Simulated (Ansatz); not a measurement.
# AlFGaH7Si2: up Jacob's ladder to CCSD(T)

The task here is to estimate one member of a computed series from the others.

Computed with Ansatz 0.2.0, Gaussian basis. Level: functionals in def2-TZVPP, the program's frozen cores in correlated methods.

Levels to be run: LDA (SPW92), PBE-D4, revPBE-D4, BLYP-D4, r2SCAN-D4, B97M-V, PBE0-D4, B3LYP-D4, r2SCANh-D4, r2SCAN0-D4, HSE06-D4, BHLYP-D4, CAM-B3LYP-D4, LC-ωPBE, ωB97X-V, ωB97M-V, B2PLYP, PBE-QIDH; CCSD(T)/def2-SVP; CCSD(T)/def2-TZVPP; MP2/def2-QZVPP; extrapolation to the limit; RPA on PBE.

### Structure used throughout

An earlier PBE0-D4 in a triple-zeta def2 set relaxation fixed the geometry.

SMILES `[F][Al]([GaH2])[SiH2][SiH3]`, 12 atoms, charge 0, spin multiplicity 1.

Atoms are counted from 1 here; the program's logs count them from 0.

Bond lengths: F1–Al2 1.655 Å, Al2–Ga3 2.513 Å, Al2–Si4 2.461 Å, Ga3–H6 1.576 Å, Ga3–H7 1.575 Å, Si4–Si5 2.346 Å, Si4–H8 1.493 Å, Si4–H9 1.489 Å, Si5–H10 1.487 Å, Si5–H11 1.525 Å, Si5–H12 1.486 Å. Angles: F1–Al2–Ga3 129.5°, F1–Al2–Si4 123.6°, Ga3–Al2–Si4 106.9°, Al2–Ga3–H6 121.4°, Al2–Ga3–H7 121.2°, H6–Ga3–H7 117.4°, Al2–Si4–Si5 92.0°, Al2–Si4–H8 113.1°, Al2–Si4–H9 123.5°, Si5–Si4–H8 106.9°, Si5–Si4–H9 110.1°, H8–Si4–H9 109.0°, Si4–Si5–H10 112.0°, Si4–Si5–H11 106.4°, Si4–Si5–H12 118.7°, H10–Si5–H11 104.6°, H10–Si5–H12 109.9°, H11–Si5–H12 103.9°.

The first run:

File in.yaml:

```yaml
crystal:
  periodic: [false, false, false]
  atoms:
    - {symbol: F, position_ang: [-2.728750, -1.242472, 1.908100]}
    - {symbol: Al, position_ang: [-1.543543, -0.516188, 1.010506]}
    - {symbol: Ga, position_ang: [-0.479479, 1.742255, 1.298748]}
    - {symbol: Si, position_ang: [-0.433050, -1.592711, -0.903876]}
    - {symbol: Si, position_ang: [1.355474, -0.076736, -0.826552]}
    - {symbol: H, position_ang: [-1.005341, 3.002826, 0.513334]}
    - {symbol: H, position_ang: [0.715848, 1.958598, 2.301960]}
    - {symbol: H, position_ang: [-1.140860, -1.362032, -2.197691]}
    - {symbol: H, position_ang: [0.080464, -2.989947, -0.875921]}
    - {symbol: H, position_ang: [2.355690, -0.448052, 0.208644]}
    - {symbol: H, position_ang: [0.776453, 1.248312, -0.343681]}
    - {symbol: H, position_ang: [2.047105, 0.276148, -2.093571]}
basis:
  gaussian: {orbitals: def2-TZVPP}
hamiltonian: {xc: lda}
output: {orbitals: {seedname: orbitals}}
```

On the command line:

```console
$ ansatz run in.yaml --threads 2 --pin off --events-out ev --progress --plain --max-ram 32768MiB --backend cuda --devices 0, --max-vram 18GiB
```

Among the steps run: LDA; PBE-D4 (GGA); revPBE-D4 (GGA); BLYP-D4 (GGA); r2SCAN-D4 (meta-GGA); B97M-V (meta-GGA); B3LYP-D4 (hybrid); r2SCANh-D4 (hybrid); r2SCAN0-D4 (hybrid); HSE06-D4 (hybrid); BHLYP-D4 (hybrid); CAM-B3LYP-D4 (range-separated); LC-ωPBE (range-separated); ωB97X-V (range-separated); ωB97M-V (range-separated); B2PLYP (double hybrid); PBE-QIDH (double hybrid).

One table of the session follows, with a row left open; its other results are not shown here.

It belongs to the step «Frontier levels by functional». 

| functional | HOMO (eV) | LUMO (eV) | gap (eV) |
| --- | --- | --- | --- |
| LDA (SPW92) | -5.86 | -3.08 | 2.78 |
| PBE-D4 | -5.75 | -2.91 | 2.85 |
| revPBE-D4 | -5.70 | -2.82 | 2.88 |
| BLYP-D4 | -5.60 | -2.73 | 2.87 |
| r2SCAN-D4 | -5.96 | -2.78 | 3.18 |
| B97M-V | -6.02 | -2.91 | 3.11 |
| PBE0-D4 | -6.70 | -2.20 | 4.50 |
| B3LYP-D4 | -6.52 | -2.33 | 4.19 |
| r2SCANh-D4 | -6.31 | -2.52 | 3.78 |
| r2SCAN0-D4 | -6.84 | -2.15 | 4.69 |
| HSE06-D4 | -6.32 | -2.57 | 3.75 |
| BHLYP-D4 | -7.54 | -1.37 | 6.17 |
| CAM-B3LYP-D4 | -7.86 | -1.17 | 6.69 |
| LC-ωPBE | -9.08 | -0.18 | 8.90 |
| ωB97X-V | ? | ? | ? |
| ωB97M-V | -8.57 | -0.52 | 8.05 |

Q: Estimate the row for ωB97X-V from the others.

As computed: HOMO (eV): -8.79; LUMO (eV): -0.28; gap (eV): 8.51. In the column «HOMO (eV)» it lies between LC-ωPBE (-9.08) and ωB97M-V (-8.57).
